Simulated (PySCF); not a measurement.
# H4O4Si (monosilicic acid): the cost of one run

The runs use PySCF 2.14.0, with density-fitted response routines of our own; the level of theory stands in each step. All values are computed, except where a source is named. Atoms count from 0, in the outputs and in this text.

## (1) The molecule as given

9 atoms, charge 0, multiplicity 1; geometry from: GFN2-xTB. The atoms were then displaced at random by about 0.01 Å, so the start is not that level's minimum.

Bonds of the start (Å): O0–Si1 1.61, Si1–O2 1.61, Si1–O3 1.59, Si1–O4 1.62, O0–H5 0.99, O2–H6 0.96, O3–H7 0.96, O4–H8 0.97.

## (2) Optimising the geometry at PBE0-D3(BJ)/def2-SVP

Job settings and geometry (Å):

```
{"job": {"xc": "PBE0", "basis": "def2-SVP", "d3": "d3bj", "grid": 1, "shake": 0.01, "kind": "geom"}, "charge": 0, "multiplicity": 1}
O      0.537080     1.279160    -0.819300
Si    -0.004040    -0.003530    -0.004170
O      1.126100    -1.141830    -0.180360
O     -1.423610    -0.379920    -0.610110
O     -0.202920     0.215350     1.584250
H     -0.109890     2.007960    -1.003630
H      1.543150    -1.271280    -1.031840
H     -1.980660    -0.999910    -0.134470
H      0.572590     0.276840     2.165890
```

Run with:

```
$ OMP_NUM_THREADS=1 python probes_run.py task.json out
```

This one command runs all jobs of the session in turn.

**Question.** How long does this first job take on 1 thread of Arm Neoverse V1, shared host, and how much memory does it need?

About 37 s, with a peak of 0.4 GiB.
